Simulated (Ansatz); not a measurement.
**C₅H₁₃GaO: basis-set convergence**

One table from this session's results is given with a row withheld; the runs are named, their logs left out.

Computed with Ansatz 0.2.0, Gaussian basis. Level: one geometry, several basis sets.

The runs, in order: PBE0-D4/def2-SVP; ωB97M-V/def2-SVP; PBE0-D4/def2-QZVPP; ωB97M-V/def2-QZVPP; the functionals' def2-TZVPP values are taken from earlier runs.

### Structure used throughout

The geometry comes from an earlier relaxation with PBE0-D4 in a triple-zeta def2 set; it is a stationary point, not always the lowest conformer.

SMILES `CCO[C](C)(C)[GaH2]`, 20 atoms, charge 0, spin multiplicity 1.

Atoms are counted from 1 here; the program's logs count them from 0.

Bond lengths: C1–C2 1.507 Å, C1–H8 1.092 Å, C1–H9 1.091 Å, C1–H10 1.092 Å, C2–O3 1.400 Å, C2–H11 1.108 Å, C2–H12 1.099 Å, O3–C4 1.423 Å, C4–C5 1.520 Å, C4–C6 1.521 Å, C4–Ga7 2.019 Å, C5–H13 1.097 Å, C5–H14 1.092 Å, C5–H15 1.092 Å, C6–H16 1.093 Å, C6–H17 1.093 Å, C6–H18 1.097 Å, Ga7–H19 1.575 Å and more. Angles: C2–C1–H8 110.3°, C2–C1–H9 110.6°, C2–C1–H10 110.5°, H8–C1–H9 108.3°, H8–C1–H10 108.4°, H9–C1–H10 108.7°, C1–C2–O3 108.9°, C1–C2–H11 109.9°, C1–C2–H12 110.4°, O3–C2–H11 109.8°, O3–C2–H12 111.2°, H11–C2–H12 106.7°, C2–O3–C4 115.3°, O3–C4–C5 111.7°, O3–C4–C6 105.1°, O3–C4–Ga7 110.8°, C5–C4–C6 110.0°, C5–C4–Ga7 113.3° and more.

The first run:

The input, in.yaml:

```yaml
crystal:
  periodic: [false, false, false]
  atoms:
    - {symbol: C, position_ang: [1.010071, -1.970482, -1.798171]}
    - {symbol: C, position_ang: [0.870434, -0.635261, -1.112475]}
    - {symbol: O, position_ang: [-0.342636, -0.609375, -0.414847]}
    - {symbol: C, position_ang: [-0.493696, 0.468946, 0.501294]}
    - {symbol: C, position_ang: [-0.529283, 1.810957, -0.212208]}
    - {symbol: C, position_ang: [-1.822848, 0.214437, 1.195371]}
    - {symbol: Ga, position_ang: [0.903500, 0.375293, 1.956058]}
    - {symbol: H, position_ang: [0.180773, -2.128970, -2.490258]}
    - {symbol: H, position_ang: [1.005470, -2.779753, -1.065985]}
    - {symbol: H, position_ang: [1.943865, -2.014116, -2.362851]}
    - {symbol: H, position_ang: [1.712113, -0.482861, -0.408490]}
    - {symbol: H, position_ang: [0.923432, 0.179412, -1.847824]}
    - {symbol: H, position_ang: [-1.322910, 1.813131, -0.969767]}
    - {symbol: H, position_ang: [0.412576, 2.053424, -0.709773]}
    - {symbol: H, position_ang: [-0.734866, 2.613736, 0.499708]}
    - {symbol: H, position_ang: [-2.030328, 0.978078, 1.950051]}
    - {symbol: H, position_ang: [-1.843403, -0.768645, 1.673079]}
    - {symbol: H, position_ang: [-2.637169, 0.239605, 0.461391]}
    - {symbol: H, position_ang: [1.572584, -1.003581, 2.319499]}
    - {symbol: H, position_ang: [1.222331, 1.646024, 2.836207]}
basis:
  gaussian: {orbitals: def2-SVP}
hamiltonian: {xc: pbe0, dispersion: d4}
output: {orbitals: {seedname: orbitals}}
```

Run with:

```console
ansatz run in.yaml --threads 2 --pin off --events-out ev --progress --plain --max-ram 32768MiB --backend cpu
```

Steps of the session up to this table: PBE0-D4 in def2-SVP; ωB97M-V in def2-SVP; PBE0-D4 in def2-QZVPP; ωB97M-V in def2-QZVPP.

One of the session's tables, all rows but one given; the rest of the session is left out.

It belongs to the step «Density functionals: the series». 

```
functional       basis  HOMO (eV)  LUMO (eV)
   PBE0-D4    def2-SVP      -6.44      -1.42
   PBE0-D4  def2-TZVPP      -6.50      -1.46
   PBE0-D4  def2-QZVPP      -6.52      -1.51
   ωB97M-V    def2-SVP          ?          ?
   ωB97M-V  def2-TZVPP      -8.72       0.21
   ωB97M-V  def2-QZVPP      -8.74       0.05
```

Q: Estimate the row for ωB97M-V, def2-SVP from the others.

The run gave: HOMO (eV): -8.64; LUMO (eV): 0.30. In the column «HOMO (eV)» it lies between ωB97M-V, def2-TZVPP (-8.72) and PBE0-D4, def2-QZVPP (-6.52).
